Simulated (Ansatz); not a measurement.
# CH2ClNOSi: the cost of one run

The runs use Ansatz 0.2.0, Gaussian basis; the settings change from run to run.

## (1) The geometry

The structure was relaxed beforehand with PBE0-D4 in a triple-zeta def2 set.

SMILES `O[Si]1(Cl)C=N1`, 7 atoms, charge 0, spin multiplicity 1.

Atoms are counted from 1 here; the program's logs count them from 0.

Bond lengths: O1–Si2 1.622 Å, O1–H6 0.960 Å, Si2–Cl3 2.014 Å, Si2–C4 1.750 Å, Si2–N5 1.745 Å, C4–N5 1.301 Å, C4–H7 1.093 Å. Angles: Si2–O1–H6 116.7°, O1–Si2–Cl3 106.1°, O1–Si2–C4 127.4°, O1–Si2–N5 122.4°, Cl3–Si2–C4 124.0°, Cl3–Si2–N5 120.4°, C4–Si2–N5 43.7°, Si2–C4–N5 67.9°, Si2–C4–H7 165.3°, N5–C4–H7 126.8°, Si2–N5–C4 68.3°.

Geometry (Å):

```mol
CH2ClNOSi
  3D, bonds by distance, orders not assigned

  7  7  0  0  0  0  0  0  0  0999 V2000
   -0.7953   -0.2565    1.5544 O   0  0
    0.2716   -0.2877    0.3326 Si  0  0
    1.9310   -1.1669    1.0606 Cl  0  0
    0.2324    0.6621   -1.1364 C   0  0
   -0.2112   -0.5463   -1.3240 N   0  0
   -1.6742    0.0725    1.3517 H   0  0
    0.3070    1.4549   -1.8844 H   0  0
  1  2  8  0
  2  3  8  0
  2  4  8  0
  4  5  8  0
  1  6  8  0
  4  7  8  0
  2  5  8  0
M  END
```

## (2) wB97X-V/aug-cc-pVTZ

Set apart from the defaults: unrestricted orbitals.

Contents of in.yaml:

```yaml
crystal:
  periodic: [false, false, false]
  atoms:
    - {symbol: O, position_ang: [-0.795318, -0.256535, 1.554380]}
    - {symbol: Si, position_ang: [0.271555, -0.287664, 0.332575]}
    - {symbol: Cl, position_ang: [1.930954, -1.166885, 1.060579]}
    - {symbol: C, position_ang: [0.232427, 0.662128, -1.136354]}
    - {symbol: N, position_ang: [-0.211201, -0.546304, -1.324016]}
    - {symbol: H, position_ang: [-1.674215, 0.072476, 1.351688]}
    - {symbol: H, position_ang: [0.307000, 1.454884, -1.884449]}
basis:
  gaussian: {orbitals: aug-cc-pVTZ}
magnetization: {spin_polarized: true, initial_magnetization: 0}
hamiltonian: {xc: {name: wB97X-V}}
output: {forces: true}
```

On the command line:

```sh
$ ansatz run in.yaml --threads 2 --pin off --events-out ev --progress --plain --max-ram 4352MiB
```

Q: Estimate wall time and peak memory on 2 threads of Intel Xeon Platinum 8488C, shared host.

About 29 s, with a peak of 1.1 GiB.
